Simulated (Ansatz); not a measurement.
**CH4AlBO: ionisation energy by level of theory**

One table from this session's results is given with a row withheld; the runs are named, their logs left out.

Computed with Ansatz 0.2.0, Gaussian basis. Level: unrestricted cation, the program's frozen cores in correlated methods.

The runs, in order: UKS PBE-D4/def2-TZVPP; UKS r2SCAN-D4/def2-TZVPP; UKS PBE0-D4/def2-TZVPP; UKS B3LYP-D4/def2-TZVPP; UKS wB97X-V/def2-TZVPP; UKS wB97M-V/def2-TZVPP; UKS B2PLYP/def2-TZVPP; UHF-MP2/def2-TZVPP; UHF-MP2/def2-QZVPP; then −ε(HOMO) from the neutral's earlier runs with LDA (SPW92), PBE-D4, revPBE-D4, BLYP-D4, r2SCAN-D4, B97M-V, PBE0-D4, B3LYP-D4, r2SCANh-D4, r2SCAN0-D4, HSE06-D4, BHLYP-D4, CAM-B3LYP-D4, LC-ωPBE, ωB97X-V, ωB97M-V.

1 further run of the same task is left out (it didn't finish).

### The geometry

All runs share one geometry, relaxed beforehand with PBE0-D4 in a triple-zeta def2 set.

8 atoms, charge 0, spin multiplicity 1.

Atoms are counted from 1 here; the program's logs count them from 0.

Bond lengths: B1–Al2 2.117 Å, B1–H5 1.200 Å, B1–H6 1.200 Å, Al2–C3 1.948 Å, Al2–O4 1.983 Å, Al2–H7 1.585 Å, C3–O4 1.247 Å, C3–H8 1.105 Å. Angles: Al2–B1–H5 122.8°, Al2–B1–H6 122.4°, H5–B1–H6 114.8°, B1–Al2–C3 116.2°, B1–Al2–O4 113.9°, B1–Al2–H7 129.1°, C3–Al2–O4 37.0°, C3–Al2–H7 114.3°, O4–Al2–H7 109.6°, Al2–C3–O4 73.1°, Al2–C3–H8 169.8°, O4–C3–H8 117.2°, Al2–O4–C3 70.0°.

As a file:

```xyz
8
CH4AlBO
B    -1.4153    1.0222    0.0904
Al    0.4892    0.2057    0.5255
C     1.1966   -1.0639   -0.7713
O     0.6426   -1.7306    0.1247
H    -2.4095    0.3537    0.0261
H    -1.5792    2.1895   -0.1334
H     1.5025    0.5903    1.6826
H     1.6653   -1.6241   -1.6002
```

The first run:

Contents of in.yaml:

```yaml
crystal:
  periodic: [false, false, false]
  atoms:
    - {symbol: B, position_ang: [-1.415348, 1.022153, 0.090439]}
    - {symbol: Al, position_ang: [0.489223, 0.205657, 0.525457]}
    - {symbol: C, position_ang: [1.196608, -1.063930, -0.771313]}
    - {symbol: O, position_ang: [0.642588, -1.730640, 0.124736]}
    - {symbol: H, position_ang: [-2.409538, 0.353730, 0.026077]}
    - {symbol: H, position_ang: [-1.579151, 2.189505, -0.133448]}
    - {symbol: H, position_ang: [1.502481, 0.590319, 1.682553]}
    - {symbol: H, position_ang: [1.665336, -1.624093, -1.600200]}
basis:
  gaussian: {orbitals: def2-TZVPP}
total_charge: 1
magnetization: {spin_polarized: true, initial_magnetization: 1}
hamiltonian: {xc: pbe, dispersion: d4}
```

The run is started by

```bash
$ ansatz run in.yaml --threads 2 --pin off --events-out ev --progress --plain --max-ram 4352MiB
```

Steps of the session up to this table: Cation, UKS PBE-D4/def2-TZVPP; Cation, UKS r2SCAN-D4/def2-TZVPP; Cation, UKS PBE0-D4/def2-TZVPP; Cation, UKS B3LYP-D4/def2-TZVPP; Cation, UKS wB97X-V/def2-TZVPP; Cation, UKS wB97M-V/def2-TZVPP; Cation, UKS B2PLYP (frozen core)/def2-TZVPP; Cation, UHF-MP2/def2-TZVPP; Cation, UHF-MP2/def2-QZVPP.

One of the session's tables, all rows but one given; the rest of the session is left out.

It belongs to the step «Ionisation energies side by side». For comparison, −ε(HOMO) of the neutral from earlier runs:

| functional | −ε(HOMO) (eV) |
| --- | --- |
| LDA (SPW92) | ? |
| PBE-D4 | 6.00 |
| revPBE-D4 | 5.95 |
| BLYP-D4 | 5.89 |
| r2SCAN-D4 | 6.21 |
| B97M-V | 6.29 |
| PBE0-D4 | 7.23 |
| B3LYP-D4 | 7.04 |
| r2SCANh-D4 | 6.68 |
| r2SCAN0-D4 | 7.38 |
| HSE06-D4 | 6.83 |
| BHLYP-D4 | 8.42 |
| CAM-B3LYP-D4 | 8.61 |
| LC-ωPBE | 9.94 |
| ωB97X-V | 9.59 |
| ωB97M-V | 9.44 |

**Question.** Estimate the row for LDA (SPW92).

The run gave: −ε(HOMO) (eV): 6.12. In the column «−ε(HOMO) (eV)» it lies between PBE-D4 (6.00) and r2SCAN-D4 (6.21).

Caveats from the session: The cation may have settled in a state other than its lowest; no search over hole states beyond the program's own was made.
